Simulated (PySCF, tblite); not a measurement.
# C32H58ISn4+: electronic excitations

Wanted: electronic excitations for C32H58ISn4+ (`CC(C)(C)c1c[c]([Sn]([CH3])([CH3])[CH3])c([I+]c2[c]([Sn]([CH3])([CH3])[CH3])cc(C(C)(C)C)c[c]2[Sn]([CH3])([CH3])[CH3])[c]([Sn]([CH3])([CH3])[CH3])c1`).

Programs: tblite 0.8.0 and PySCF 2.14.0, with routines of our own; each step states its level. All values are computed. Atoms count from 0.

## (1) The starting structure

95 atoms, charge 1, multiplicity 1; geometry from: force field, distance geometry or constructed start.

## (2) Geometry optimisation with GFN2-xTB

Job settings and geometry (Å):

```
{"job": {"kind": "relax", "xc": "GFN2-xTB", "basis": "xTB"}, "charge": 1, "multiplicity": 1}
C     -6.922900    -1.537600     1.753600
C     -6.456200    -0.297100     0.946400
C     -7.125800    -0.356900    -0.432600
C     -6.930600     0.964700     1.701700
C     -4.921800    -0.244100     0.779200
C     -4.347500     0.816800     0.049100
C     -2.963100     0.911800    -0.148100
Sn    -2.273900     2.658600    -1.173300
C     -1.789300     4.128700     0.297600
C     -3.900900     3.430700    -2.340700
C     -0.642100     2.369000    -2.536200
C     -2.110300    -0.062300     0.414900
I     -0.021100    -0.004200     0.048300
C      2.067600     0.048500    -0.332500
C      2.911700     0.880500     0.437300
Sn     2.214300     2.405300     1.771400
C      3.829600     2.959900     3.063800
C      0.573700     1.908100     3.054300
C      1.750200     4.129600     0.586700
C      4.302300     0.819900     0.252800
C      4.881500    -0.059400    -0.678900
C      6.407500    -0.155700    -0.901800
C      6.880500    -1.603800    -0.648000
C      6.738600     0.245500    -2.354400
C      7.219200     0.764700     0.045400
C      4.013700    -0.861100    -1.450400
C      2.632700    -0.806000    -1.297600
Sn     1.521600    -2.042200    -2.655100
C      2.117600    -4.075700    -2.340600
C      2.183100    -1.496600    -4.615300
C     -0.619600    -1.950000    -2.709100
C     -2.668300    -1.122900     1.154000
Sn    -1.494900    -2.649200     2.091600
C     -0.098000    -1.789100     3.473500
C     -0.410700    -3.820000     0.664600
C     -2.774800    -3.965700     3.191100
C     -4.052600    -1.207000     1.321500
H     -6.507000    -1.524000     2.781800
H     -6.629300    -2.481200     1.244300
H     -8.040500    -1.539700     1.850700
H     -6.927900     0.559300    -1.022400
H     -6.756400    -1.236900    -1.005100
H     -8.229500    -0.442500    -0.333700
H     -6.416200     1.037000     2.690100
H     -8.030300     0.923700     1.888000
H     -6.720800     1.887400     1.129000
H     -4.970100     1.590600    -0.366000
H     -2.725700     4.488500     0.782700
H     -1.130800     3.681000     1.066400
H     -1.275600     4.985700    -0.185500
H     -3.538000     4.279600    -2.946100
H     -4.275500     2.637200    -3.013400
H     -4.710300     3.773300    -1.668300
H      0.303900     2.227700    -1.980600
H     -0.546100     3.267400    -3.176600
H     -0.836800     1.488300    -3.170800
H      4.649400     3.414600     2.465400
H      3.464900     3.694500     3.813400
H      4.213200     2.053600     3.583000
H      0.383200     2.769600     3.733300
H      0.838500     1.025000     3.663000
H     -0.339400     1.709100     2.468300
H      1.097400     3.832400    -0.257700
H      1.236000     4.884900     1.215600
H      2.695900     4.563000     0.184600
H      4.901700     1.487300     0.841900
H      7.983100    -1.687200    -0.762000
H      6.425500    -2.317300    -1.373500
H      6.595900    -1.939300     0.366600
H      6.372900     1.275100    -2.553900
H      6.276800    -0.444000    -3.084600
H      7.839100     0.225700    -2.522300
H      8.312100     0.645400    -0.128700
H      7.023900     0.510300     1.109800
H      6.972300     1.831300    -0.132300
H      4.430700    -1.530900    -2.200700
H      3.196400    -4.179600    -2.561900
H      1.932800    -4.360100    -1.278500
H      1.534100    -4.742500    -3.014200
H      1.693600    -2.160300    -5.364800
H      3.282000    -1.612700    -4.682600
H      1.902600    -0.443500    -4.815600
H     -0.988500    -2.592500    -3.530000
H     -0.954300    -0.908600    -2.887200
H     -1.057800    -2.311400    -1.753100
H      0.290000    -2.574700     4.139700
H     -0.612400    -1.015300     4.075800
H      0.735800    -1.329900     2.906800
H      0.376400    -3.191400     0.207400
H      0.061200    -4.681800     1.181300
H     -1.103400    -4.189200    -0.110700
H     -3.333800    -3.389700     3.951800
H     -2.165200    -4.738200     3.696900
H     -3.484000    -4.458000     2.496700
H     -4.430800    -2.034200     1.899400
```

Command:

```sh
> OMP_NUM_THREADS=4 python large_run.py task.json out
```

This one command runs all jobs of the session in turn.

Output:

```text
step      E/eV     max force
  0   -2981.27415    4.110
  1   -2982.18513    1.370
  2   -2982.46591    0.712
  3   -2982.56553    0.391
  4   -2982.65633    0.381
  5   -2982.71451    0.434
  6   -2982.79563    0.369
  7   -2982.86850    0.351
  8   -2982.91290    0.206
  9   -2982.92984    0.200
 10   -2982.94115    0.188
 11   -2982.95768    0.180
 12   -2982.97450    0.169
 13   -2982.98610    0.151
 14   -2982.99413    0.165
 15   -2983.00278    0.151
 16   -2983.01347    0.159
 17   -2983.02436    0.156
 18   -2983.03300    0.111
 19   -2983.03995    0.113
 20   -2983.04691    0.101
 21   -2983.05400    0.121
 22   -2983.06082    0.126
 23   -2983.06805    0.116
 24   -2983.07653    0.114
 25   -2983.08593    0.125
 26   -2983.09496    0.165
 27   -2983.10307    0.145
 28   -2983.11072    0.149
 29   -2983.11805    0.150
 30   -2983.12424    0.133
 31   -2983.12958    0.109
 32   -2983.13540    0.117
 33   -2983.14285    0.118
 34   -2983.15084    0.101
 35   -2983.15713    0.110
 36   -2983.16128    0.114
 37   -2983.16460    0.111
 38   -2983.16804    0.104
 39   -2983.17135    0.110
 40   -2983.17451    0.094
 41   -2983.17613    0.072
 42   -2983.17994    0.065
 43   -2983.18074    0.068
 44   -2983.18385    0.053
 45   -2983.18584    0.063
 46   -2983.18864    0.085
 47   -2983.19145    0.111
 48   -2983.19466    0.092
 49   -2983.19737    0.108
 50   -2983.19976    0.107
 51   -2983.20227    0.113
 52   -2983.20528    0.124
 53   -2983.20846    0.078
 54   -2983.21150    0.074
 55   -2983.21461    0.098
 56   -2983.21819    0.148
 57   -2983.22203    0.134
 58   -2983.22519    0.079
 59   -2983.22750    0.073
 60   -2983.22978    0.105
 61   -2983.23283    0.150
 62   -2983.23670    0.141
 63   -2983.24069    0.096
 64   -2983.24417    0.100
 65   -2983.24727    0.100
 66   -2983.25023    0.113
 67   -2983.25291    0.083
 68   -2983.25528    0.063
 69   -2983.25757    0.078
 70   -2983.26009    0.098
 71   -2983.26307    0.097
 72   -2983.26675    0.125
 73   -2983.27166    0.156
 74   -2983.27824    0.151
 75   -2983.28578    0.154
 76   -2983.29258    0.121
 77   -2983.29837    0.142
 78   -2983.30405    0.130
 79   -2983.30997    0.144
 80   -2983.31570    0.123
 81   -2983.32049    0.099
 82   -2983.32448    0.121
 83   -2983.32841    0.127
 84   -2983.33235    0.119
 85   -2983.33584    0.108
 86   -2983.33861    0.103
 87   -2983.34109    0.099
 88   -2983.34345    0.085
 89   -2983.34537    0.096
 90   -2983.34740    0.092
 91   -2983.34935    0.091
 92   -2983.35128    0.102
 93   -2983.35308    0.080
 94   -2983.35481    0.090
 95   -2983.35651    0.081
 96   -2983.35811    0.082
 97   -2983.35950    0.077
 98   -2983.36081    0.078
 99   -2983.36229    0.073
100   -2983.36409    0.108
101   -2983.36614    0.113
102   -2983.36831    0.083
103   -2983.37066    0.108
104   -2983.37339    0.118
105   -2983.37663    0.141
106   -2983.38024    0.136
107   -2983.38390    0.128
108   -2983.38732    0.114
109   -2983.39019    0.107
110   -2983.39273    0.114
111   -2983.39503    0.087
112   -2983.39768    0.067
113   -2983.39933    0.067
114   -2983.40177    0.093
115   -2983.40423    0.113
116   -2983.40796    0.139
117   -2983.41305    0.131
118   -2983.41919    0.189
119   -2983.42443    0.176
120   -2983.42804    0.115
121   -2983.43047    0.104
122   -2983.43237    0.082
123   -2983.43420    0.103
124   -2983.43597    0.075
125   -2983.43772    0.077
126   -2983.43945    0.057
127   -2983.44106    0.088
128   -2983.44252    0.084
129   -2983.44384    0.074
130   -2983.44504    0.066
131   -2983.44634    0.066
132   -2983.44829    0.084
133   -2983.44954    0.063
134   -2983.45129    0.062
135   -2983.45269    0.054
136   -2983.45406    0.056
137   -2983.45539    0.064
138   -2983.45697    0.076
139   -2983.45874    0.080
140   -2983.46065    0.080
141   -2983.46251    0.075
142   -2983.46414    0.075
143   -2983.46549    0.064
144   -2983.46670    0.055
145   -2983.46805    0.067
146   -2983.46976    0.081
147   -2983.47188    0.099
148   -2983.47434    0.103
149   -2983.47682    0.084
150   -2983.47892    0.075
151   -2983.48045    0.072
152   -2983.48164    0.075
153   -2983.48272    0.067
154   -2983.48403    0.068
155   -2983.48545    0.074
156   -2983.48704    0.075
157   -2983.48862    0.071
158   -2983.49021    0.066
159   -2983.49179    0.071
160   -2983.49344    0.085
161   -2983.49507    0.085
162   -2983.49667    0.074
163   -2983.49816    0.057
164   -2983.49939    0.050
165   -2983.50038    0.050
166   -2983.50127    0.047
167   -2983.50225    0.039
168   -2983.50336    0.049
169   -2983.50437    0.060
170   -2983.50542    0.057
171   -2983.50641    0.052
172   -2983.50733    0.035
173   -2983.50814    0.035
174   -2983.50890    0.043
175   -2983.50970    0.045
176   -2983.51066    0.043
177   -2983.51181    0.055
178   -2983.51316    0.076
179   -2983.51467    0.083
180   -2983.51627    0.064
181   -2983.51781    0.057
182   -2983.51923    0.069
183   -2983.52061    0.090
184   -2983.52204    0.086
185   -2983.52346    0.061
186   -2983.52486    0.050
187   -2983.52623    0.072
188   -2983.52772    0.096
189   -2983.52968    0.087
190   -2983.53204    0.069
191   -2983.53434    0.065
192   -2983.53659    0.084
193   -2983.53911    0.109
194   -2983.54140    0.086
195   -2983.54363    0.087
196   -2983.54541    0.060
197   -2983.54696    0.055
198   -2983.54794    0.055
199   -2983.55027    0.061
200   -2983.55201    0.061
201   -2983.55350    0.047
202   -2983.55469    0.052
203   -2983.55577    0.055
204   -2983.55667    0.039
205   -2983.55744    0.042
206   -2983.55826    0.043
207   -2983.55945    0.062
208   -2983.56064    0.055
209   -2983.56203    0.057
210   -2983.56339    0.050
211   -2983.56462    0.050
212   -2983.56570    0.047
213   -2983.56676    0.042
214   -2983.56780    0.045
215   -2983.56892    0.050
216   -2983.57005    0.059
217   -2983.57135    0.065
218   -2983.57276    0.060
219   -2983.57480    0.054
220   -2983.57581    0.055
221   -2983.57763    0.059
222   -2983.57895    0.057
223   -2983.58027    0.050
224   -2983.58142    0.046
225   -2983.58231    0.045
226   -2983.58306    0.043
227   -2983.58368    0.035
228   -2983.58437    0.040
229   -2983.58491    0.040
230   -2983.58575    0.039
231   -2983.58661    0.042
232   -2983.58758    0.042
233   -2983.58850    0.046
234   -2983.58942    0.040
235   -2983.59023    0.038
236   -2983.59092    0.047
237   -2983.59165    0.044
238   -2983.59254    0.049
239   -2983.59368    0.047
240   -2983.59487    0.043
241   -2983.59605    0.045
242   -2983.59702    0.057
243   -2983.59799    0.054
244   -2983.59895    0.036
245   -2983.59972    0.047
246   -2983.60034    0.035
247   -2983.60085    0.033
248   -2983.60142    0.040
249   -2983.60195    0.037
250   -2983.60257    0.038
251   -2983.60310    0.030
252   -2983.60359    0.030
253   -2983.60400    0.029
254   -2983.60437    0.032
255   -2983.60471    0.032
256   -2983.60504    0.024
257   -2983.60532    0.020
```

It took 41 s on 4 threads of Arm Neoverse V1, shared host; peak memory 0.2 GiB.

Step by step:

```tsv
step	energy from step 0 (eV)	largest force (eV/Å)
0	0.0000	4.1099
1	-0.9110	1.3700
2	-1.1918	0.7119
3	-1.2914	0.3914
4	-1.3822	0.3814
5	-1.4404	0.4342
6	-1.5215	0.3684
7	-1.5943	0.3503
8	-1.6387	0.2064
30	-1.8501	0.1331
52	-1.9311	0.1237
74	-2.0041	0.1509
97	-2.0853	0.0769
119	-2.1503	0.1760
141	-2.1884	0.0741
163	-2.2240	0.0574
186	-2.2507	0.0494
208	-2.2865	0.0557
230	-2.3116	0.0393
253	-2.3298	0.0289
254	-2.3302	0.0324
255	-2.3306	0.0318
256	-2.3309	0.0242
257	-2.3312	0.0197
```

Distances of close pairs at the start and the end, largest changes first:

```tsv
bond	before (Å)	after (Å)	change (Å)
C26–Sn27	2.146	2.231	+0.085
C14–Sn15	2.143	2.222	+0.079
C31–Sn32	2.141	2.207	+0.065
C6–Sn7	2.139	2.204	+0.065
Sn15–C17	2.141	2.206	+0.064
Sn7–C8	2.135	2.200	+0.064
Sn7–C10	2.146	2.203	+0.058
Sn27–C29	2.140	2.197	+0.058
```

The next job starts from the end point, and lists it.

## (3) Electronic excitations: TDDFT PBE0/def2-SVP

Job settings and geometry (Å):

```
{"job": {"kind": "uv", "basis": "def2-SVP", "grid": 1, "kgrid": 0, "vcut": 1.5, "nstates": 6, "ntriplets": 2, "tda": false, "delta": [], "pop": true, "xc": "PBE0"}, "charge": 1, "multiplicity": 1}
C     -6.343967    -2.331602     0.566725
C     -5.943566    -1.015287    -0.103187
C     -6.100478    -1.174310    -1.622450
C     -6.877439     0.090283     0.409716
C     -4.510660    -0.619553     0.198146
C     -3.993079     0.550951    -0.347628
C     -2.695535     0.973598    -0.113966
Sn    -2.014722     2.861029    -1.026535
C     -1.928330     4.365755     0.575441
C     -3.552771     3.390202    -2.485855
C     -0.106478     2.539864    -2.080257
C     -1.916075     0.167267     0.697475
I     -0.008204     0.899371     1.303986
C      1.817311     0.415038     0.219903
C      2.907685     1.078609     0.757706
Sn     2.859319     2.765669     2.202704
C      4.956872     3.231332     2.614438
C      1.830368     2.235088     4.080072
C      1.896009     4.426793     1.133858
C      4.159347     0.744610     0.261950
C      4.329415    -0.203511    -0.735473
C      5.690550    -0.618371    -1.264018
C      5.858078    -2.129179    -1.049948
C      5.764467    -0.286381    -2.760720
C      6.839109     0.099141    -0.551156
C      3.183645    -0.771926    -1.267956
C      1.899707    -0.491469    -0.810716
Sn     0.475876    -1.585918    -2.134171
C      1.161896    -3.672072    -2.025918
C      1.012016    -0.721323    -4.081580
C     -1.718716    -1.629939    -2.016206
C     -2.362200    -1.008306     1.271137
Sn    -1.157651    -2.287442     2.606453
C     -0.795250    -1.175758     4.467539
C      0.738766    -2.872144     1.665319
C     -2.371850    -4.072768     2.948641
C     -3.671565    -1.380118     1.000458
H     -6.257570    -2.264435     1.648909
H     -5.737837    -3.159211     0.205343
H     -7.381499    -2.552934     0.330095
H     -5.897491    -0.243883    -2.145519
H     -5.418571    -1.935237    -1.997324
H     -7.116789    -1.478289    -1.858476
H     -6.745301     0.232869     1.480648
H     -7.912456    -0.189207     0.229709
H     -6.690296     1.037997    -0.088111
H     -4.617717     1.166519    -0.977086
H     -2.943768     4.625390     0.853786
H     -1.407685     4.002587     1.455127
H     -1.432897     5.258997     0.212670
H     -3.211892     4.238398    -3.064854
H     -3.751694     2.571138    -3.167232
H     -4.474683     3.671015    -1.991193
H      0.723239     2.340209    -1.410701
H      0.123049     3.430649    -2.654148
H     -0.210704     1.706756    -2.768785
H      5.479474     3.526079     1.712521
H      4.993636     4.059136     3.310853
H      5.467972     2.387661     3.062736
H      2.246358     2.837015     4.879278
H      1.988246     1.189699     4.321676
H      0.765198     2.426910     4.016250
H      0.967293     4.116953     0.666511
H      1.691962     5.233573     1.828869
H      2.568811     4.794403     0.366207
H      5.015085     1.245641     0.681993
H      6.829265    -2.449667    -1.417750
H      5.093680    -2.695396    -1.574737
H      5.794798    -2.368557     0.009664
H      5.580039     0.773798    -2.921360
H      5.035116    -0.852654    -3.333278
H      6.753973    -0.524635    -3.142104
H      7.785702    -0.244094    -0.960974
H      6.839495    -0.119574     0.514261
H      6.784808     1.175139    -0.698715
H      3.280797    -1.479456    -2.079074
H      1.477813    -3.985192    -3.014082
H      1.992138    -3.799818    -1.340071
H      0.347391    -4.316447    -1.714663
H      0.117065    -0.425444    -4.616702
H      1.526468    -1.467839    -4.675172
H      1.660872     0.141594    -3.976944
H     -2.026778    -2.241842    -2.857524
H     -2.164139    -0.648675    -2.120783
H     -2.076162    -2.089685    -1.103526
H     -1.066226    -1.807541     5.304921
H     -1.391972    -0.270467     4.508709
H      0.252687    -0.914072     4.558445
H      1.384965    -2.025695     1.458863
H      1.257997    -3.538858     2.344511
H      0.548434    -3.403857     0.739783
H     -3.262138    -3.833503     3.516987
H     -1.790200    -4.783871     3.520509
H     -2.663417    -4.544949     2.017678
H     -4.029683    -2.294362     1.444075
```

Method: TDDFT PBE0/def2-SVP, vertical, gas phase, core orbitals frozen in the response, virtual orbitals cut by energy.

Output:

```text
start: PBE on a coarse grid of 309479 points
cycle   1  E = -2228.3580319435  dE =  5.425e+01  |g| = 1.804e+01  |ddm| = 4.453e+01
cycle   2  E = 2280.5013464103  dE =  4.509e+03  |g| = 7.042e+01  |ddm| = 1.650e+03
cycle   3  E = 2.4313860535  dE = -2.278e+03  |g| = 5.625e+01  |ddm| = 3.105e+02
cycle   4  E = -735.7390487927  dE = -7.382e+02  |g| = 5.106e+01  |ddm| = 1.370e+03
cycle   5  E = -1454.7289274603  dE = -7.190e+02  |g| = 3.983e+01  |ddm| = 2.523e+02
cycle   6  E = -2230.0404471213  dE = -7.753e+02  |g| = 1.760e+01  |ddm| = 2.741e+02
cycle   7  E = -2132.2553923984  dE =  9.779e+01  |g| = 2.231e+01  |ddm| = 1.196e+02
cycle   8  E = -2250.8133550202  dE = -1.186e+02  |g| = 1.449e+01  |ddm| = 9.515e+01
cycle   9  E = -1055.7203710803  dE =  1.195e+03  |g| = 4.541e+01  |ddm| = 8.671e+02
cycle  10  E = -1673.2031775697  dE = -6.175e+02  |g| = 3.622e+01  |ddm| = 7.353e+02
cycle  11  E = -1997.4030675248  dE = -3.242e+02  |g| = 2.719e+01  |ddm| = 1.971e+02
cycle  12  E = -2284.1922802651  dE = -2.868e+02  |g| = 1.471e+01  |ddm| = 1.243e+02
cycle  13  E = -2398.8108313724  dE = -1.146e+02  |g| = 3.684e+00  |ddm| = 7.366e+01
cycle  14  E = -2161.4097456524  dE =  2.374e+02  |g| = 1.901e+01  |ddm| = 5.162e+01
cycle  15  E = -2365.2289194608  dE = -2.038e+02  |g| = 9.411e+00  |ddm| = 4.666e+01
cycle  16  E = -2394.0926841311  dE = -2.886e+01  |g| = 4.956e+00  |ddm| = 2.535e+01
cycle  17  E = -2402.0597651275  dE = -7.967e+00  |g| = 3.131e+00  |ddm| = 1.178e+01
cycle  18  E = -2405.8024519626  dE = -3.743e+00  |g| = 1.106e+00  |ddm| = 7.725e+00
cycle  19  E = -2405.6689313163  dE =  1.335e-01  |g| = 1.320e+00  |ddm| = 3.507e+00
cycle  20  E = -2406.1213030140  dE = -4.524e-01  |g| = 4.963e-01  |ddm| = 2.258e+00
cycle  21  E = -2406.1833430737  dE = -6.204e-02  |g| = 1.685e-01  |ddm| = 7.543e-01
cycle  22  E = -2406.1879491460  dE = -4.606e-03  |g| = 1.166e-01  |ddm| = 3.646e-01
cycle  23  E = -2406.1913965459  dE = -3.447e-03  |g| = 4.529e-02  |ddm| = 1.993e-01
cycle  24  E = -2406.1919395722  dE = -5.430e-04  |g| = 1.353e-02  |ddm| = 7.423e-02
cycle  25  E = -2406.1919919173  dE = -5.235e-05  |g| = 3.682e-03  |ddm| = 2.348e-02
final grid: 309479 points
cycle  26  E = -2406.4908611317  dE = -2.150e-02  |g| = 5.987e-02  |ddm| = 1.470e+00
cycle  27  E = -2406.4901296765  dE =  7.315e-04  |g| = 7.640e-02  |ddm| = 2.274e-01
cycle  28  E = -2406.4916314543  dE = -1.502e-03  |g| = 2.553e-02  |ddm| = 1.373e-01
cycle  29  E = -2406.4918040776  dE = -1.726e-04  |g| = 7.227e-03  |ddm| = 3.945e-02
cycle  30  E = -2406.4918181669  dE = -1.409e-05  |g| = 2.137e-03  |ddm| = 1.362e-02
cycle  31  E = -2406.4918192424  dE = -1.075e-06  |g| = 7.347e-04  |ddm| = 3.989e-03
cycle  32  E = -2406.4918179964  dE =  1.246e-06  |g| = 3.593e-04  |ddm| = 1.423e-03
cycle  33  E = -2406.4918194055  dE = -1.409e-06  |g| = 7.879e-05  |ddm| = 5.829e-04
converged SCF energy = -2406.4918194055

Static polarisability (au): isotropic 536.757, principal 463.621 491.095 655.553

Singlet excitations
state   eV       nm        f      main configurations
  1   3.4486    359.5   0.00109   H->L 0.96
  2   3.6464    340.0   0.00034   H-1->L 0.94
  3   3.8205    324.5   0.04103   H-2->L 0.89
  4   3.9001    317.9   0.04769   H-3->L 0.85
  5   3.9941    310.4   0.04213   H-4->L 0.83, H-6->L 0.08
  6   4.0481    306.3   0.02660   H-5->L 0.90

Triplet excitations (Tamm-Dancoff, eV): 3.0990 3.4184
```

It took 15 min on 4 threads of Arm Neoverse V1, shared host; peak memory 3.4 GiB.

Frontier orbitals and where they lie:

```tsv
orbital	eV	atoms
HOMO−4	-10.14	Sn27 15 %, C26 14 %, C29 8 %
HOMO−3	-10.00	C36 17 %, C6 10 %, C8 9 %
HOMO−2	-9.92	C5 17 %, C31 9 %, C11 9 %
HOMO−1	-9.79	C29 14 %, C25 12 %, C19 11 %
HOMO	-9.75	C13 19 %, C20 17 %, I12 13 %
LUMO	-5.16	I12 30 %, C13 25 %, C11 13 %
LUMO+1	-4.30	I12 35 %, C11 22 %, C4 5 %
LUMO+2	-3.41	C14 13 %, C5 12 %, C25 10 %
LUMO+3	-3.25	C36 14 %, C6 13 %, C5 12 %
```

With each of the 6 states as a Gaussian band of 0.4 eV half-width at 1/e, the curve within the window shown has maxima at 315 nm (ε 6,100) L/(mol cm). Beyond the last state computed it falls off for lack of states. The curve at chosen wavelengths:

```
 nm  ε (L/mol/cm)
285          2237
291          3287
297          4360
303          5280
309          5898
315          6129
321          5974
327          5499
333          4812
339          4025
345          3235
351          2510
357          1888
363          1383
369           989
375           694
381           479
387           326
393           219
399           146
405            97
411            64
417            42
423            28
429            18
435            12
```

Ground-state properties from the same run:

```tsv
property	computed
polarisability (Å³)	79.54
HOMO–LUMO gap (eV)	4.59
−ε(HOMO) (eV)	9.75
```

## (4) Results

```
                                quantity                        value
          lowest singlet (PBE0/def2-SVP)  3.45 eV (360 nm), f = 0.001
brightest single state of those computed  state 4, 3.90 eV, f = 0.048
                          lowest triplet                      3.10 eV
```

What this shows: The first singlet state (HOMO→LUMO 0.96) lies at 3.45 eV and is weak; of the 6 states computed, the strongest absorption comes from state 4 at 3.90 eV. The lowest triplet lies 0.35 eV below the lowest singlet (triplets in Tamm-Dancoff, singlets in full TDDFT). Spin-orbit coupling, left out, mixes singlets and triplets in elements this heavy.
